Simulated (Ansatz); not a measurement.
# C₂H₁₀Si (built from SMILES C[SiH2]C.[H][H]): a reaction path by the nudged elastic band

Aim: the minimum-energy path between two given structures and its highest point. Both ends were relaxed at PBE0-D4 in triple zeta.

Method: PBE0-D4/def2-SVP; program: Ansatz 0.2.0, Gaussian basis.

23 further runs of the same task are left out: 1 that didn't finish, 22 set aside as unsound or not needed.

### 1 The starting structure

The first end: 13 atoms, charge 0, spin multiplicity 1.

Atoms are counted from 1 here; the program's logs count them from 0.

Bond lengths: Si1–C2 1.871 Å, Si1–H3 1.491 Å, Si1–H4 1.492 Å, Si1–C5 1.871 Å, C2–H8 1.092 Å, C2–H9 1.093 Å, C2–H10 1.093 Å, C5–H11 1.093 Å, C5–H12 1.093 Å, C5–H13 1.092 Å, H6–H7 0.747 Å. Angles: C2–Si1–H3 109.5°, C2–Si1–H4 109.5°, C2–Si1–C5 111.5°, H3–Si1–H4 107.2°, H3–Si1–C5 109.5°, H4–Si1–C5 109.5°, Si1–C2–H8 111.1°, Si1–C2–H9 110.8°, Si1–C2–H10 110.8°, H8–C2–H9 108.0°, H8–C2–H10 108.0°, H9–C2–H10 108.0°, Si1–C5–H11 110.8°, Si1–C5–H12 110.8°, Si1–C5–H13 111.1°, H11–C5–H12 108.0°, H11–C5–H13 108.0°, H12–C5–H13 108.0°.

Coordinates:

```xyz
13

Si   -0.93759   -0.19469    0.08674
C     0.27497   -1.60877    0.26649
H    -2.29018   -0.73497   -0.23361
H    -1.04921    0.53248    1.38479
C    -0.40659    0.99899   -1.25319
H     2.21424    1.53132    1.62805
H     1.49527    1.44391    1.80967
H    -0.04272   -2.30136    1.04920
H     0.35817   -2.17066   -0.66726
H     1.26915   -1.23755    0.52732
H    -0.33773    0.49316   -2.21958
H     0.57234    1.42817   -1.02577
H    -1.12013    1.82007   -1.35286
```

The second end:

```tsv
atom	x (Å)	y (Å)	z (Å)
Si1	-1.1380	1.1633	0.6227
C2	1.2660	-1.9901	0.2954
H3	-1.9037	-0.1069	0.7447
H4	-2.0650	2.2918	0.9100
C5	-0.4025	1.3338	-1.0884
H6	1.8736	-1.0899	0.3875
H7	-0.0708	1.1639	1.6597
H8	0.3722	-1.8899	0.9106
H9	0.9769	-2.1327	-0.7458
H10	1.8429	-2.8512	0.6312
H11	0.2769	0.5060	-1.3014
H12	0.1582	2.2668	-1.1776
H13	-1.1868	1.3353	-1.8486
```

### 2 The band at PBE0-D4/def2-SVP

The input, neb/in.yaml:

```yaml
crystal:
  periodic: [false, false, false]
  atoms:
    - {symbol: Si, position_ang: [-0.937593, -0.194691, 0.086744]}
    - {symbol: C, position_ang: [0.274974, -1.608774, 0.266485]}
    - {symbol: H, position_ang: [-2.290183, -0.734971, -0.233610]}
    - {symbol: H, position_ang: [-1.049208, 0.532482, 1.384792]}
    - {symbol: C, position_ang: [-0.406592, 0.998986, -1.253187]}
    - {symbol: H, position_ang: [2.214244, 1.531321, 1.628050]}
    - {symbol: H, position_ang: [1.495274, 1.443908, 1.809673]}
    - {symbol: H, position_ang: [-0.042722, -2.301355, 1.049203]}
    - {symbol: H, position_ang: [0.358168, -2.170656, -0.667261]}
    - {symbol: H, position_ang: [1.269153, -1.237553, 0.527319]}
    - {symbol: H, position_ang: [-0.337730, 0.493160, -2.219578]}
    - {symbol: H, position_ang: [0.572341, 1.428171, -1.025768]}
    - {symbol: H, position_ang: [-1.120126, 1.820071, -1.352860]}
basis:
  gaussian: {orbitals: def2-SVP}
hamiltonian: {xc: pbe0, dispersion: d4}
neb:
  images: 5
  climbing: true
  max_iterations: 40
  initial_path: idpp
  final_atoms:
    - {symbol: Si, position_ang: [-1.137963, 1.163318, 0.622710]}
    - {symbol: C, position_ang: [1.266041, -1.990065, 0.295373]}
    - {symbol: H, position_ang: [-1.903665, -0.106947, 0.744737]}
    - {symbol: H, position_ang: [-2.064985, 2.291811, 0.910036]}
    - {symbol: C, position_ang: [-0.402539, 1.333755, -1.088399]}
    - {symbol: H, position_ang: [1.873569, -1.089939, 0.387470]}
    - {symbol: H, position_ang: [-0.070841, 1.163868, 1.659696]}
    - {symbol: H, position_ang: [0.372244, -1.889939, 0.910559]}
    - {symbol: H, position_ang: [0.976906, -2.132702, -0.745759]}
    - {symbol: H, position_ang: [1.842933, -2.851224, 0.631213]}
    - {symbol: H, position_ang: [0.276892, 0.506004, -1.301428]}
    - {symbol: H, position_ang: [0.158208, 2.266820, -1.177624]}
    - {symbol: H, position_ang: [-1.186799, 1.335339, -1.848585]}
```

The run is started by

```bash
ansatz run in.yaml --threads 4 --pin off --events-out ev --progress --plain --max-ram 9574MiB
```

**Question.** What will these runs give? Wanted: from earlier runs: barrier over the separately found saddle, CCSD(T)/def2-TZVPP.

The runs gave:

```
                                                                       quantity                                                  value
                                                PBE0-D4/def2-SVP, 39 iterations  highest 281.9 kJ/mol (image 3), last end -34.6 kJ/mol
from earlier runs: barrier over the separately found saddle, CCSD(T)/def2-TZVPP                                           306.9 kJ/mol
```

The highest image lies 281.9 kJ/mol above the first end, and it climbed, so it estimates the saddle. The ends are not quite minima at this level (largest force component 0.52 eV/Å), so the heights are unreliable: relaxing the first end would lower it and raise the barrier above it. The highest image is 25.0 kJ/mol below the CCSD(T) barrier in triple zeta, which comes from separate runs on the saddle.
